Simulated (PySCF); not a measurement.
# BiH6N3 (Bi(NH2)3): the cost of one run

The runs use PySCF 2.14.0; PBE0, Bi def2-SVP with ECP60, N def2-SVP, H def2-SVP; scalar-relativistic core potentials, no spin–orbit coupling.

1 further run of the same task is left out (for a known fault of the program).

### Step 1. Starting geometry

10 atoms, charge 0, spin multiplicity 1.

Bond lengths: Bi1–N2 2.258 Å, Bi1–N5 2.258 Å, Bi1–N8 2.258 Å, N2–H3 1.021 Å, N2–H4 1.021 Å, N5–H6 1.021 Å, N5–H7 1.021 Å, N8–H9 1.021 Å, N8–H10 1.021 Å. Angles: N2–Bi1–N5 120.0°, N2–Bi1–N8 120.0°, N5–Bi1–N8 120.0°, Bi1–N2–H3 126.3°, Bi1–N2–H4 126.3°, H3–N2–H4 107.4°, Bi1–N5–H6 126.3°, Bi1–N5–H7 126.3°, H6–N5–H7 107.4°, Bi1–N8–H9 126.3°, Bi1–N8–H10 126.3°, H9–N8–H10 107.4°.

As a file:

```xyz
10
BiH6N3
Bi    0.0000    0.0000    0.0000
N     2.2576    0.0000    0.0000
H     2.8624    0.0000    0.8232
H     2.8624    0.0000   -0.8232
N    -1.1288    1.9551    0.0000
H    -1.4312    2.4789    0.8232
H    -1.4312    2.4789   -0.8232
N    -1.1288   -1.9551    0.0000
H    -1.4312   -2.4789    0.8232
H    -1.4312   -2.4789   -0.8232
```

Formal oxidation states: Bi +3. An earlier session relaxed this geometry at PBE0, Bi def2-SVP with ECP60, N def2-SVP, H def2-SVP (singlet, point group D3h). Its vibrations showed it to be a saddle point, relaxed within its symmetry.

Its energy there is -382.015504 Eh.

### Step 2. One electron removed, multiplicity 2

run.py (the lines that set the calculation) reads:

```python
mol = gto.M(atom='''
Bi     0.00000     0.00000     0.00000
N      2.25758     0.00002     0.00000
H      2.86242     0.00003     0.82315
H      2.86242     0.00003    -0.82315
N     -1.12881     1.95511     0.00000
H     -1.43123     2.47892     0.82315
H     -1.43123     2.47892    -0.82315
N     -1.12877    -1.95513     0.00000
H     -1.43119    -2.47894     0.82315
H     -1.43119    -2.47894    -0.82315''',
    basis={'Bi': 'def2-SVP', 'N': 'def2-SVP', 'H': 'def2-SVP'},
    ecp={'Bi': 'def2-SVP'},
    charge=1, spin=1)
mf = dft.UKS(mol, xc='PBE0')
mf.grids.atom_grid = (50, 194)
mf = mf.density_fit()  # fitting sets: Bi def2-universal-JKFIT, N def2-universal-JKFIT, H def2-universal-JKFIT
mf.conv_tol = 1e-08; mf.max_cycle = 55
mf.kernel(dm0)  # dm0: the density of the relaxed state
```

The run is started by

```
OMP_NUM_THREADS=2 python run.py
```

**Question.** How long does this run take on 2 threads of Arm Neoverse V2, shared host?

About 2.6 s.
